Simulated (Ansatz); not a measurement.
# CH₄ClFGeOSe: a ladder of functionals and wavefunction methods

How much do the methods differ for CH₄ClFGeOSe? The plan is to run it at one geometry with functionals of several rungs and with coupled cluster. The yardstick is the atomisation energy at the CCSD(T) limit.

The runs use Ansatz 0.2.0, Gaussian basis; functionals in def2-TZVPP, the program's frozen cores in correlated methods.

The runs, in order: PBE-D4, r2SCAN-D4, PBE0-D4, B3LYP-D4, ωB97X-V, ωB97M-V, B2PLYP; CCSD(T)/def2-TZVPP; MP2/def2-QZVPP; extrapolation to the limit.

**1. The geometry**

An earlier PBE0-D4/def2-TZVP relaxation fixed the geometry.

SMILES `C[O][Ge]([F])([Cl])[SeH]`, 10 atoms, charge 0, spin multiplicity 1.

Atoms are counted from 1 here; the program's logs count them from 0.

Bond lengths: C1–O2 1.421 Å, C1–H7 1.094 Å, C1–H8 1.094 Å, C1–H9 1.091 Å, O2–Ge3 1.747 Å, Ge3–F4 1.729 Å, Ge3–Cl5 2.131 Å, Ge3–Se6 2.309 Å, Se6–H10 1.471 Å. Angles: O2–C1–H7 111.4°, O2–C1–H8 111.6°, O2–C1–H9 107.0°, H7–C1–H8 109.1°, H7–C1–H9 108.7°, H8–C1–H9 109.0°, C1–O2–Ge3 119.8°, O2–Ge3–F4 106.3°, O2–Ge3–Cl5 112.0°, O2–Ge3–Se6 110.3°, F4–Ge3–Cl5 104.6°, F4–Ge3–Se6 112.7°, Cl5–Ge3–Se6 110.7°, Ge3–Se6–H10 89.8°.

**2. PBE-D4 (GGA)**

Input file in.yaml:

```yaml
crystal:
  periodic: [false, false, false]
  atoms:
    - {symbol: C, position_ang: [0.560054, 0.229245, 1.578549]}
    - {symbol: O, position_ang: [-0.153527, 0.650322, 0.424257]}
    - {symbol: Ge, position_ang: [-0.377958, -0.456295, -0.908262]}
    - {symbol: F, position_ang: [1.194693, -1.049051, -1.316037]}
    - {symbol: Cl, position_ang: [-1.471688, -2.191273, -0.331073]}
    - {symbol: Se, position_ang: [-1.413933, 0.613690, -2.672820]}
    - {symbol: H, position_ang: [0.051723, -0.599002, 2.081957]}
    - {symbol: H, position_ang: [1.581114, -0.074243, 1.331238]}
    - {symbol: H, position_ang: [0.597808, 1.081424, 2.258056]}
    - {symbol: H, position_ang: [-0.568297, 1.795173, -2.445875]}
basis:
  gaussian: {orbitals: def2-TZVPP}
hamiltonian: {xc: pbe, dispersion: d4}
output: {forces: true, orbitals: {seedname: orbitals}}
```

Command:

```bash
$ ansatz run in.yaml --threads 2 --pin off --events-out ev --progress --plain --max-ram 22528MiB --backend cuda --devices 0, --max-vram 18GiB
```

After this run come: r2SCAN-D4 (meta-GGA); PBE0-D4 (hybrid); B3LYP-D4 (hybrid); ωB97X-V (range-separated); ωB97M-V (range-separated); B2PLYP (double hybrid); CCSD(T) in def2-TZVPP; MP2 in def2-QZVPP.

Before running them: what should the planned runs give, taken together? Wanted: atomisation energy, CCSD(T)/CBS; farthest; mean size of error, hybrid; mean size of error, range-separated; gap, smallest and largest; T1 diagnostic; triples share of the correlation energy.

The runs gave:

| quantity | value |
| --- | --- |
| atomisation energy, CCSD(T)/CBS | 3457.3 kJ/mol |
| functionals within 34.6 kJ/mol (1.0 %) | r2SCAN-D4, PBE0-D4, ωB97X-V, ωB97M-V |
| farthest | B2PLYP (-71.4 kJ/mol) |
| mean size of error, hybrid | 41.2 kJ/mol |
| mean size of error, range-separated | 13.9 kJ/mol |
| gap, smallest and largest | 4.35 eV (PBE-D4), 11.07 eV (ωB97X-V) |
| T1 diagnostic | 0.0110 |
| triples share of the correlation energy | 3.7 % |

What this shows: PBE-D4 misses by +55.1 kJ/mol, or 6.1 kJ/mol for each of 9 bonds. Double hybrids carry the basis error of their MP2 part in triple zeta, and no dispersion term here, so their miss is partly the set-up's. Misses under about 34.6 kJ/mol are within the doubt on the reference itself, which lacks core-valence correlation, relativity and higher excitations, and its outer-core shells are covered unevenly. All levels share the lack of spin-orbit coupling, which lowers the free heavy atoms and so the true binding. Hartree-Fock recovers 69 % of the binding; the rest is correlation. Orbital gaps span 4.4 to 11.1 eV; exact exchange widens them. Correlated methods include outer-core shells of Ge, Se, which these sets cover unevenly.
